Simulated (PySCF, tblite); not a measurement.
# C₆H₁₁NOSi: geometry, infrared bands and NMR shifts

Wanted: the infrared bands and NMR shifts of C₆H₁₁NOSi (`CCCO[SiH2]/C=C/C#N`), by calculation.

The runs use tblite 0.8.0 and PySCF 2.14.0, with density-fitted response routines of our own; the level of theory stands in each step. All values are computed, except where a source is named. Atoms are numbered from 0 throughout.

### 1 Starting geometry

20 atoms, charge 0, multiplicity 1; geometry from: force field or distance geometry start.

Bonds of the start (Å): C0–C1 1.51, C1–C2 1.55, C2–O3 1.42, O3–Si4 1.67, Si4–C5 1.83, C5–C6 1.35, C6–C7 1.43, C7–N8 1.16, C0–H9 1.09, C0–H10 1.10, C0–H11 1.10, C1–H12 1.10, C1–H13 1.09, C2–H14 1.10, C2–H15 1.09, Si4–H16 1.48, Si4–H17 1.47, C5–H18 1.09, C6–H19 1.08.

### 2 Optimising the geometry with GFN2-xTB

What the job is given:

```
{"job": {"kind": "relax", "xc": "GFN2-xTB", "basis": "xTB"}, "charge": 0, "multiplicity": 1}
C     -3.649200     0.032500    -0.175200
C     -2.218000     0.481300    -0.335100
C     -1.230500    -0.574800     0.209700
O      0.083100    -0.069000     0.017000
Si     1.357100    -1.027300     0.529900
C      2.961800    -0.216000     0.201700
C      3.131000     0.995700    -0.361700
C      4.423300     1.563600    -0.569700
N      5.471500     2.016900    -0.748700
H     -3.848900    -0.892000    -0.722500
H     -3.910800    -0.137200     0.875900
H     -4.335900     0.801600    -0.561400
H     -2.061800     1.426400     0.213000
H     -1.990200     0.678800    -1.383300
H     -1.438900    -0.741200     1.273700
H     -1.374800    -1.510000    -0.332900
H      1.302500    -2.312500    -0.197800
H      1.214600    -1.298500     1.971500
H      3.823000    -0.801400     0.521400
H      2.286000     1.593800    -0.667500
```

Command:

```console
$ OMP_NUM_THREADS=1 python probes_run.py task.json out
```

This one command runs all jobs of the session in turn.

**Question.** This job is followed by: GFN2-xTB harmonic vibrations, gas phase; GIAO PBE0/pcSseg-1 NMR shielding, non-relativistic, gas phase. What will the session give for the following? strongest single infrared mode (GFN2-xTB); zero-point energy (GFN2-xTB); ¹³C shifts against TMS (PBE0/pcSseg-1); ¹H shifts against TMS (PBE0/pcSseg-1, means over atoms taken as alike); ¹⁷O shifts against H2O (PBE0/pcSseg-1); ²⁹Si shifts against TMS (PBE0/pcSseg-1); ¹⁵N shifts against NH3 (PBE0/pcSseg-1).

As calculated:

```
                                                              quantity                                      value
                             strongest single infrared mode (GFN2-xTB)                      2205 cm⁻¹, 406 km/mol
                                          zero-point energy (GFN2-xTB)                              96.7 kcal/mol
                                ¹³C shifts against TMS (PBE0/pcSseg-1)  159.1, 124.5, 122.7, 70.2, 30.3, 11.0 ppm
¹H shifts against TMS (PBE0/pcSseg-1, means over atoms taken as alike)     6.97, 6.24, 5.19, 3.82, 1.83, 0.97 ppm
                                ¹⁷O shifts against H2O (PBE0/pcSseg-1)                                   20.3 ppm
                               ²⁹Si shifts against TMS (PBE0/pcSseg-1)                                  -34.7 ppm
                                ¹⁵N shifts against NH3 (PBE0/pcSseg-1)                                  321.8 ppm
```

**Reading.** Relaxing lowered the energy by 0.201 eV in 75 steps; the close pair that moved most is O3–Si4, from 1.675 to 1.616 Å. No mode is imaginary among the 54: a minimum at this level. The strongest single mode, at 2205 cm⁻¹, moves mainly H17 and H16. Unscaled tight-binding wavenumbers are off by several per cent, some by more. Its intensities can rank the bands wrongly. At PBE0/pcSseg-1: The largest span, 416 ppm, is at N8, where the paramagnetic term is -393 ppm.
